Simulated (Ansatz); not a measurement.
# TiN: the cost of one run

Program: Ansatz 0.2.0. Level of theory: DFT PBE, scalar-relativistic, plane waves, PAW. These are calculated values, not measurements.

The COD entry's cell or inner coordinates are ideal or old and differ from later refinements, so a difference from it is no clean test against experiment.

2 further runs of the same task are left out: 2 set aside as unsound or not needed.

## 1. Starting point

Symmetry: Fm-3m, No. 225, cubic system. The conventional cell has a = 4.333 Å, b = 4.333 Å, c = 4.333 Å, α = 90.00°, β = 90.00°, γ = 90.00°. Around Ti (site symmetry m-3m) lie 6 C at 2.17 Å. Around C (site symmetry m-3m) lie 6 Ti at 2.17 Å.

Structure file:

```xyz
2
Lattice="0.0000 2.1664 2.1664 2.1664 0.0000 2.1664 2.1664 2.1664 0.0000" Properties=species:S:1:pos:R:3 pbc="T T T"
Ti    0.0000    0.0000    0.0000
C     2.1664    2.1664    2.1664
```

It is the result of an earlier relaxation at this level (volume 10.17 Å³/atom; gap on the mesh: none (metal)).

## 2. The second end member

TiN is put into the same structure and relaxed.

The cell holds 1 Ti, 1 N: a = 3.007 Å, b = 3.007 Å, c = 3.007 Å, α = 60.00°, β = 60.00°, γ = 60.00°.

## 3. Quick check of gap, pressure and forces (TiN)

Input file input.yaml:

```yaml
crystal:
  lattice:
    - [0.0, 2.1259780258, 2.1259780258]
    - [2.1259780258, 0.0, 2.1259780258]
    - [2.1259780258, 2.1259780258, 0.0]
  atoms:
    - { symbol: Ti, position: [0.0, 0.0, 0.0] }
    - { symbol: "N", position: [0.5, 0.5, 0.5] }
basis:
  ecutwfc: 420
kpoints:
  mp_grid: { grid: [8, 8, 8] }
hamiltonian:
  xc: pbe
scf:
  occupations: { method: gaussian, width: 0.1 }
output:
  forces: true
  stress: true
  eigenvalues: true
```

Launch:

```
$ ansatz run input.yaml --threads 2 --pin off --max-ram 5120MiB --backend cpu --events-out ev --progress --plain --runs-dir out
```

What time and memory should one allow on 2 threads of Intel Xeon at 2.50GHz (Skylake/Cascade Lake), shared host?

About 1.3 s, with a peak of 0.3 GiB.
